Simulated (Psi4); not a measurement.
# A workflow on InHF2 (SMILES [F][InH][F]), part 2 of 2

Psi4 1.11.

**3. Vibrational wavenumbers at PBE0-D4/def2-SVP (density fitting, core potential) (run 2)**

Input file f2hin.in:

```
memory 1600 mb

molecule mol {
  0 1
  F     -1.714086    -0.663962     0.236261
  In     0.043595     0.112875    -0.087820
  F      1.361729    -1.004380     0.813408
  H      0.367273     1.507655    -0.990073
  units angstrom
}

set basis def2-SVP
set t 700.0
set rotational_symmetry_number 2

result = frequencies('pbe0-d4')
print_variables()
```

Launch:

```
psi4 -n 1 f2hin.in f2hin.out
```

f2hin.out (excerpt; [...] marks lines left out):

```text
[...]
    !!!  WARNING: ECP capability is in beta. Please check occupations closely.  !!!
[...]
  Running in c1 symmetry.
[...]
  Nuclear repulsion =  125.755217468886954
[...]
  Multiplicity = 1
[...]
  Nalpha       = 20
  Nbeta        = 20
[...]
    Number of basis functions: 59
[...]
   @DF-RKS iter   1:  -389.93026709811755   -1.28631e+00   1.15569e-02 ADIIS/DIIS
[...]
   @DF-RKS iter  11:  -390.09982485244757    2.84217e-13   1.59494e-09 DIIS
[...]
  @DF-RKS Final Energy:  -390.09982485244757
   => Energetics <=
    Nuclear Repulsion Energy =            125.7470210043953500
    One-Electron Energy =                -865.8781261896986052
    Two-Electron Energy =                 378.8620366872546583
    DFT Exchange-Correlation Energy =     -28.8292893010740841
    Empirical Dispersion Energy =          -0.0014670533249200
    VV10 Nonlocal Energy =                  0.0000000000000000
    Total Energy =                       -390.0998248524475684
[...]
  -Total Gradient:
     Atom            X                  Y                   Z
    ------   -----------------  -----------------  -----------------
       1        0.000008395432    -0.000006303432    -0.000013174116
       2       -0.000083108853    -0.000220990203     0.000203482970
       3        0.000016773485    -0.000030120375     0.000003811792
       4        0.000066121800     0.000292525031    -0.000215697757
[...]
  ==> Harmonic Vibrational Analysis <==
[...]
  Freq [cm^-1]                 149.5892            404.7807            412.2335
[...]
  IR activ [km/mol]            28.5714             68.6116             101.2038
[...]
  Freq [cm^-1]                 621.7978            632.6237           1902.1027
[...]
  IR activ [km/mol]            37.0775             47.9002             47.0829
[...]
  Total E_0, Enthalpy at 0 [K]                                                         -390.09043220 [Eh]
[...]
  Total H, Enthalpy at  700.00 [K]                                                     -390.07449122 [Eh]
[...]
  Total G, Gibbs energy at  700.00 [K]                                                 -390.16781371 [Eh]
[...]
```

The script printed:

```text
Warning: used thermodynamics relations inappropriate for low-frequency modes: ['149.5892' '404.7807' '412.2335' '621.7978']
```

Wall time 99 s (1 thread of AMD EPYC 7R43 (Zen 3), shared host); peak memory 0.36 GiB.

**4. Summary of results**

What follows sums up all 2 parts.

| quantity | value |
| --- | --- |
| run 1, PBE0-D4/def2-SVP: total energy at the end | -390.09983 Eh |
| run 1, PBE0-D4/def2-SVP: dipole moment | 3.43 D |
| run 1, PBE0-D4/def2-SVP: HOMO energy | -9.69 eV |
| run 1, PBE0-D4/def2-SVP: LUMO energy | -1.73 eV |
| run 1, PBE0-D4/def2-SVP: HOMO–LUMO gap | 7.96 eV |
| run 1, PBE0-D4/def2-SVP: dispersion energy | -3.85 kJ/mol |
| run 2, PBE0-D4/def2-SVP: lowest harmonic wavenumber | 150 cm⁻¹ |
| run 2, PBE0-D4/def2-SVP: highest harmonic wavenumber | 1902 cm⁻¹ |
| run 2, PBE0-D4/def2-SVP: zero-point energy | 24.7 kJ/mol |
| run 2, PBE0-D4/def2-SVP: ideal-gas entropy at 700 K (symmetry number 2 as used) | 83.7 cal/(mol K) |

What this shows: The optimisation (run 1, PBE0-D4/def2-SVP) took 7 steps and changed the energy by -0.006 eV. All 6 modes (run 2, PBE0-D4/def2-SVP) are real, so the shape is a minimum at this level.
